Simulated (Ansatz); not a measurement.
Molecular dynamics of Li

Input:

```yaml
crystal:
  lattice:
    - [7.205315, 0.0, 0.0]
    - [0.0, 7.205315, 0.0]
    - [0.0, 0.0, 7.205315]
  atoms:
    - { symbol: Li, position: [0.0, 0.0, 0.0] }
    - { symbol: Li, position: [0.5, 0.0, 0.0] }
    - { symbol: Li, position: [0.0, 0.5, 0.0] }
    - { symbol: Li, position: [0.0, 0.0, 0.5] }
    - { symbol: Li, position: [0.25, 0.25, 0.25] }
    - { symbol: Li, position: [0.5, 0.5, 0.0] }
    - { symbol: Li, position: [0.5, 0.0, 0.5] }
    - { symbol: Li, position: [0.75, 0.25, 0.25] }
    - { symbol: Li, position: [0.0, 0.5, 0.5] }
    - { symbol: Li, position: [0.25, 0.75, 0.25] }
    - { symbol: Li, position: [0.25, 0.25, 0.75] }
    - { symbol: Li, position: [0.5, 0.5, 0.5] }
    - { symbol: Li, position: [0.75, 0.75, 0.25] }
    - { symbol: Li, position: [0.75, 0.25, 0.75] }
    - { symbol: Li, position: [0.25, 0.75, 0.75] }
    - { symbol: Li, position: [0.75, 0.75, 0.75] }
basis:
  ecutwfc: 420.0
kpoints:
  mp_grid: { grid: [2, 2, 2] }
hamiltonian:
  xc: pbe
  dispersion: d3bj
scf:
  occupations: { method: fermi_dirac, width: 0.1 }
  lower_state_search: "off"
md:
  timestep: 1.5
  n_steps: 120
  ensemble: nvt_langevin
  temperature: 900.0
  initial_velocities: maxwell_boltzmann
  seed: 996234
  friction: 0.02
```

Launched with:

```bash
$ ansatz run input.yaml --threads 1 --pin off --max-ram 3072MiB --backend cpu --events-out ev --progress --plain --runs-dir out
```

It starts from a structure without forces on its atoms.

Output, in part (one step line in 2):

```
md step     0: t =     0.00 fs  T =   843.8 K  F+E_penalty+E_count = -3276.89440167 eV  E_kin = 1.745010 eV  (6 SCF iters)
md step     2: t =     3.00 fs  T =   741.5 K  F+E_penalty+E_count = -3276.87267172 eV  E_kin = 1.533546 eV  (7 SCF iters)
md step     4: t =     6.00 fs  T =   690.0 K  F+E_penalty+E_count = -3276.81266766 eV  E_kin = 1.426962 eV  (7 SCF iters)
md step     6: t =     9.00 fs  T =   769.4 K  F+E_penalty+E_count = -3276.71445930 eV  E_kin = 1.591229 eV  (5 SCF iters)
md step     8: t =    12.00 fs  T =   688.1 K  F+E_penalty+E_count = -3276.57641505 eV  E_kin = 1.423133 eV  (5 SCF iters)
md step    10: t =    15.00 fs  T =   662.6 K  F+E_penalty+E_count = -3276.41665957 eV  E_kin = 1.370268 eV  (6 SCF iters)
md step    12: t =    18.00 fs  T =   684.0 K  F+E_penalty+E_count = -3276.24773656 eV  E_kin = 1.414555 eV  (5 SCF iters)
md step    14: t =    21.00 fs  T =   688.1 K  F+E_penalty+E_count = -3276.08587949 eV  E_kin = 1.423076 eV  (5 SCF iters)
md step    16: t =    24.00 fs  T =   736.1 K  F+E_penalty+E_count = -3275.91009151 eV  E_kin = 1.522308 eV  (5 SCF iters)
md step    18: t =    27.00 fs  T =   716.0 K  F+E_penalty+E_count = -3275.74101383 eV  E_kin = 1.480900 eV  (5 SCF iters)
md step    20: t =    30.00 fs  T =   637.9 K  F+E_penalty+E_count = -3275.60547092 eV  E_kin = 1.319329 eV  (6 SCF iters)
md step    22: t =    33.00 fs  T =   590.3 K  F+E_penalty+E_count = -3275.50127853 eV  E_kin = 1.220754 eV  (5 SCF iters)
md step    24: t =    36.00 fs  T =   617.9 K  F+E_penalty+E_count = -3275.40879769 eV  E_kin = 1.277824 eV  (5 SCF iters)
md step    26: t =    39.00 fs  T =   715.7 K  F+E_penalty+E_count = -3275.31681576 eV  E_kin = 1.480217 eV  (5 SCF iters)
md step    28: t =    42.00 fs  T =   663.9 K  F+E_penalty+E_count = -3275.25778032 eV  E_kin = 1.372991 eV  (5 SCF iters)
md step    30: t =    45.00 fs  T =   654.0 K  F+E_penalty+E_count = -3275.22612203 eV  E_kin = 1.352563 eV  (6 SCF iters)
md step    32: t =    48.00 fs  T =   625.5 K  F+E_penalty+E_count = -3275.22622358 eV  E_kin = 1.293606 eV  (5 SCF iters)
md step    34: t =    51.00 fs  T =   562.4 K  F+E_penalty+E_count = -3275.26708172 eV  E_kin = 1.163166 eV  (5 SCF iters)
md step    36: t =    54.00 fs  T =   531.8 K  F+E_penalty+E_count = -3275.32574251 eV  E_kin = 1.099777 eV  (5 SCF iters)
md step    38: t =    57.00 fs  T =   583.5 K  F+E_penalty+E_count = -3275.40518267 eV  E_kin = 1.206745 eV  (5 SCF iters)
md step    40: t =    60.00 fs  T =   646.2 K  F+E_penalty+E_count = -3275.49473898 eV  E_kin = 1.336527 eV  (6 SCF iters)
md step    42: t =    63.00 fs  T =   725.2 K  F+E_penalty+E_count = -3275.56988344 eV  E_kin = 1.499818 eV  (5 SCF iters)
md step    44: t =    66.00 fs  T =   805.7 K  F+E_penalty+E_count = -3275.60349411 eV  E_kin = 1.666285 eV  (5 SCF iters)
md step    46: t =    69.00 fs  T =   886.5 K  F+E_penalty+E_count = -3275.58821395 eV  E_kin = 1.833382 eV  (5 SCF iters)
md step    48: t =    72.00 fs  T =   871.9 K  F+E_penalty+E_count = -3275.53497369 eV  E_kin = 1.803193 eV  (5 SCF iters)
md step    50: t =    75.00 fs  T =   823.9 K  F+E_penalty+E_count = -3275.44455885 eV  E_kin = 1.704004 eV  (6 SCF iters)
md step    52: t =    78.00 fs  T =   719.9 K  F+E_penalty+E_count = -3275.32701636 eV  E_kin = 1.488891 eV  (5 SCF iters)
md step    54: t =    81.00 fs  T =   803.4 K  F+E_penalty+E_count = -3275.18558618 eV  E_kin = 1.661515 eV  (5 SCF iters)
md step    56: t =    84.00 fs  T =   670.6 K  F+E_penalty+E_count = -3275.08089474 eV  E_kin = 1.386822 eV  (5 SCF iters)
md step    58: t =    87.00 fs  T =   807.3 K  F+E_penalty+E_count = -3275.03750241 eV  E_kin = 1.669610 eV  (5 SCF iters)
md step    60: t =    90.00 fs  T =   784.6 K  F+E_penalty+E_count = -3275.08676546 eV  E_kin = 1.622666 eV  (6 SCF iters)
md step    62: t =    93.00 fs  T =   731.7 K  F+E_penalty+E_count = -3275.14242130 eV  E_kin = 1.513322 eV  (5 SCF iters)
md step    64: t =    96.00 fs  T =   685.3 K  F+E_penalty+E_count = -3275.20867948 eV  E_kin = 1.417285 eV  (5 SCF iters)
md step    66: t =    99.00 fs  T =   783.4 K  F+E_penalty+E_count = -3275.28656726 eV  E_kin = 1.620192 eV  (5 SCF iters)
md step    68: t =   102.00 fs  T =   849.4 K  F+E_penalty+E_count = -3275.33737546 eV  E_kin = 1.756798 eV  (6 SCF iters)
md step    70: t =   105.00 fs  T =   912.1 K  F+E_penalty+E_count = -3275.33260257 eV  E_kin = 1.886390 eV  (6 SCF iters)
md step    72: t =   108.00 fs  T =   910.1 K  F+E_penalty+E_count = -3275.30495297 eV  E_kin = 1.882312 eV  (5 SCF iters)
md step    74: t =   111.00 fs  T =  1008.5 K  F+E_penalty+E_count = -3275.27699292 eV  E_kin = 2.085816 eV  (5 SCF iters)
md step    76: t =   114.00 fs  T =   935.1 K  F+E_penalty+E_count = -3275.25214994 eV  E_kin = 1.933865 eV  (5 SCF iters)
md step    78: t =   117.00 fs  T =   718.2 K  F+E_penalty+E_count = -3275.23971294 eV  E_kin = 1.485403 eV  (5 SCF iters)
md step    80: t =   120.00 fs  T =   706.7 K  F+E_penalty+E_count = -3275.26381263 eV  E_kin = 1.461577 eV  (6 SCF iters)
md step    82: t =   123.00 fs  T =   662.0 K  F+E_penalty+E_count = -3275.32379030 eV  E_kin = 1.369037 eV  (5 SCF iters)
md step    84: t =   126.00 fs  T =   532.2 K  F+E_penalty+E_count = -3275.39803076 eV  E_kin = 1.100637 eV  (5 SCF iters)
md step    86: t =   129.00 fs  T =   565.1 K  F+E_penalty+E_count = -3275.45234254 eV  E_kin = 1.168816 eV  (5 SCF iters)
md step    88: t =   132.00 fs  T =   662.5 K  F+E_penalty+E_count = -3275.47489594 eV  E_kin = 1.370183 eV  (5 SCF iters)
md step    90: t =   135.00 fs  T =   728.1 K  F+E_penalty+E_count = -3275.46540094 eV  E_kin = 1.505761 eV  (6 SCF iters)
md step    92: t =   138.00 fs  T =   680.9 K  F+E_penalty+E_count = -3275.44141513 eV  E_kin = 1.408246 eV  (5 SCF iters)
md step    94: t =   141.00 fs  T =   716.9 K  F+E_penalty+E_count = -3275.44670047 eV  E_kin = 1.482724 eV  (5 SCF iters)
md step    96: t =   144.00 fs  T =   783.2 K  F+E_penalty+E_count = -3275.46370115 eV  E_kin = 1.619819 eV  (5 SCF iters)
md step    98: t =   147.00 fs  T =   743.1 K  F+E_penalty+E_count = -3275.45184610 eV  E_kin = 1.536850 eV  (5 SCF iters)
md step   100: t =   150.00 fs  T =   661.3 K  F+E_penalty+E_count = -3275.40621195 eV  E_kin = 1.367601 eV  (6 SCF iters)
md step   102: t =   153.00 fs  T =   472.7 K  F+E_penalty+E_count = -3275.39269240 eV  E_kin = 0.977646 eV  (5 SCF iters)
md step   104: t =   156.00 fs  T =   546.8 K  F+E_penalty+E_count = -3275.44296001 eV  E_kin = 1.130807 eV  (5 SCF iters)
md step   106: t =   159.00 fs  T =   667.3 K  F+E_penalty+E_count = -3275.51790872 eV  E_kin = 1.380110 eV  (5 SCF iters)
md step   108: t =   162.00 fs  T =   839.0 K  F+E_penalty+E_count = -3275.60085770 eV  E_kin = 1.735193 eV  (5 SCF iters)
md step   110: t =   165.00 fs  T =   909.0 K  F+E_penalty+E_count = -3275.67687708 eV  E_kin = 1.879936 eV  (6 SCF iters)
md step   112: t =   168.00 fs  T =   929.3 K  F+E_penalty+E_count = -3275.73117714 eV  E_kin = 1.921862 eV  (5 SCF iters)
md step   114: t =   171.00 fs  T =   898.8 K  F+E_penalty+E_count = -3275.74912590 eV  E_kin = 1.858818 eV  (5 SCF iters)
md step   116: t =   174.00 fs  T =   976.4 K  F+E_penalty+E_count = -3275.77211135 eV  E_kin = 2.019320 eV  (5 SCF iters)
md step   118: t =   177.00 fs  T =   935.0 K  F+E_penalty+E_count = -3275.80261173 eV  E_kin = 1.933654 eV  (5 SCF iters)
md step   120: t =   180.00 fs  T =  1183.1 K  F+E_penalty+E_count = -3275.82219109 eV  E_kin = 2.446746 eV  (6 SCF iters)
```

All steps were run. The mean temperature of the second half is 14 % below the set value. A run of 0.18 ps of so small a system gives no equilibrium averages. Limits of this set-up: coarse k mesh.

Mean squared displacements from the first frame to the last, about the centre of mass: Li 0.21 Å².

Last frame:

```xyz
16
Lattice="7.2053 0.0000 0.0000 0.0000 7.2053 0.0000 0.0000 0.0000 7.2053" Properties=species:S:1:pos:R:3
Li 0.032 -0.330 0.166
Li 3.713 -0.246 -0.349
Li -0.058 3.580 0.512
Li 0.283 0.050 4.184
Li 1.893 1.581 1.820
Li 3.507 3.416 0.464
Li 3.502 0.095 3.956
Li 5.402 1.880 2.326
Li 0.241 3.279 3.930
Li 2.139 5.539 2.399
Li 1.762 1.946 6.504
Li 3.419 2.964 4.216
Li 5.037 5.223 2.257
Li 5.499 2.471 5.904
Li 2.019 5.325 5.632
Li 5.711 5.111 5.526
```

The run took 7.2 min on 1 thread of Arm Neoverse V2, with other jobs on the host, peak memory 0.59 GiB.
